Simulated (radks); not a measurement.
**Ionisation of La: one atom, several choices of exchange strength α**

An exercise on one series of results from a longer session: the logs are not shown, and one member is left open.

The numbers are computed with radks (a radial shooting solver on a logarithmic mesh, Libxc functionals) version 1 (Dirac Kohn-Sham, spin-unpolarised, spherical densities, finite nucleus; open shells fill j = l - 1/2 first), except any that are marked as measured or tabulated.

## The atom as given

```
element       : lanthanum (Z = 57)
charge        : 0
electrons     : 57
configuration : [Xe] 5d1 6s2
ion           : La⁺, [Xe] 5d2
choices       : α = 0.567; α = 0.633; α = 0.667; α = 0.692; α = 0.719; α = 0.823; α = 0.914; α = 1.025
```

Set-up of the first run:

The run's settings:

```text
Z 57
configuration [Xe] 5d1 6s2
relativity Dirac
functional xalpha 0.567
spin unpolarised
j_filling energy
nucleus finite rms 4.855 fm
c 137.035999084
```

Among the steps run: α = 0.567: La.

One of the session's tables, all rows but one given; the rest of the session is left out.

It belongs to the step «α = 0.567: La». Sizes of the orbitals, from the radial functions (bohr):

| level | <r> | outermost maximum (interpolated) | 90 % within | nodes |
| --- | --- | --- | --- | --- |
| 4d3/2 | 0.7687 | 0.671 | 1.16 | 1 |
| 4d5/2 | 0.7786 | 0.679 | 1.17 | 1 |
| 5s1/2 | 1.569 | 1.41 | 2.26 | 4 |
| 5p1/2 | 1.773 | 1.55 | 2.59 | 3 |
| 5p3/2 | 1.859 | 1.62 | 2.72 | 3 |
| 6s1/2 | 4.639 | 3.89 | 6.90 | 5 |
| 5d3/2 | 3.233 | 2.30 | 5.27 | 2 |
| 5d5/2 | ? | ? | ? | ? |

**Question.** Estimate the row for 5d5/2.

The run gave: <r>: 3.327; outermost maximum (interpolated): 2.35; 90 % within: 5.44; nodes: 2. In the column «<r>» it lies between 5d3/2 (3.233) and 6s1/2 (4.639).

Limits of these values: Spin polarisation and multiplet splitting are left out, so open shells lie too high by an amount that depends on their filling.
